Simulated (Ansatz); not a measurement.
# SbPd: how the settings move a relaxation

How sensitive is a relaxation of SbPd to its settings? A reference run comes first, then one run with altered input.

Program: Ansatz 0.2.0. Level of theory: reference: DFT, PBEsol, PAW with Ansatz's default frozen-core files, scalar-relativistic; relaxation of cell and atoms. These are calculated values, not measurements.

### Step 1. The starting structure

Symmetry: P6_3/mmc, No. 194, hexagonal system. The conventional cell has a = 4.075 Å, b = 4.075 Å, c = 5.591 Å, α = 90.00°, β = 90.00°, γ = 120.00°. Sb (site symmetry -6m2) has 6 Pd at 2.74 Å in its first shell of neighbours. Pd (site symmetry -3m) has 6 Sb at 2.74 Å and 2 Pd at 2.80 Å in its first shell of neighbours.

Coordinates:

```cif
data_structure
_symmetry_space_group_name_H-M 'P6_3/mmc'
_symmetry_Int_Tables_number 194
_cell_length_a 4.0753
_cell_length_b 4.0753
_cell_length_c 5.5910
_cell_angle_alpha 90.000
_cell_angle_beta 90.000
_cell_angle_gamma 120.000
_cell_volume 80.42
loop_
_atom_site_label
_atom_site_type_symbol
_atom_site_symmetry_multiplicity
_atom_site_Wyckoff_symbol
_atom_site_fract_x
_atom_site_fract_y
_atom_site_fract_z
_atom_site_occupancy
Sb1 Sb 2 c 0.33333 0.66667 0.25000 1
Pd1 Pd 2 a 0.00000 0.00000 0.00000 1
```

### Step 2. The reference run

Contents of input.yaml:

```yaml
crystal:
  lattice:
    - [4.07529999998, 0.0, 0.0]
    - [-2.03764999999, 3.52931332803, 0.0]
    - [0.0, 0.0, 5.591]
  atoms:
    - { symbol: Sb, position: [0.333333333333, 0.666666666667, 0.25] }
    - { symbol: Sb, position: [0.666666666667, 0.333333333333, 0.75] }
    - { symbol: Pd, position: [0.0, 0.0, 0.0] }
    - { symbol: Pd, position: [0.0, 0.0, 0.5] }
kpoints:
  mp_grid: { grid: [10, 10, 6] }
scf:
  occupations: { method: fermi_dirac, width: 0.08 }
hamiltonian:
  xc: pbesol
  pseudopotentials: { kind: paw }
relax:
  f_tol: 0.002
  max_steps: 80
  cell: {}
output:
  forces: true
  stress: true
```

Command:

```
$ ansatz run input.yaml --threads 2 --pin off --max-ram 6144MiB --backend cpu --events-out ev --progress --plain --runs-dir out
```

### Step 3. Changed: occupations.method methfessel_paxton, occupations.width 0.15, n_extra_bands 8, mixing.algorithm broyden, mixing.beta 0.9

Changes to input.yaml since step 2:

```diff
@@ -13,3 +13,5 @@
 scf:
-  occupations: { method: fermi_dirac, width: 0.08 }
+  occupations: { method: methfessel_paxton, width: 0.15 }
+  n_extra_bands: 8
+  mixing: { algorithm: broyden, beta: 0.9 }
 hamiltonian:
@@ -24 +26,5 @@
   stress: true
+  write_density: true
+  write_potential: true
+  elf: true
+  volumetric_format: npy
```

**Question.** What will these runs give? Wanted: for each run, ending; energy change; pressure; gap; force.

**Answer**, as computed:

```csv
run,ending,energy change,pressure (GPa),gap (eV),force (eV/Å),cycles,time
reference,converged,0,0.0,0.00,0.00,23,17 s
"1: occupations.method methfessel_paxton, occupations.width 0.15, n_extra_bands 8, mixing.algorithm broyden, mixing.beta 0.9",converged,-0.5 meV/atom (σ→0),0.0,0.00,0.00,23,20 s
```

Times don't compare one to one where runs were asked for different outputs or read a saved state (see the inputs); cycles may leave out searches for a lower state.

**Reading.** Changing the smearing, band count and mixing leaves the energy as it was (-0.5 meV/atom).
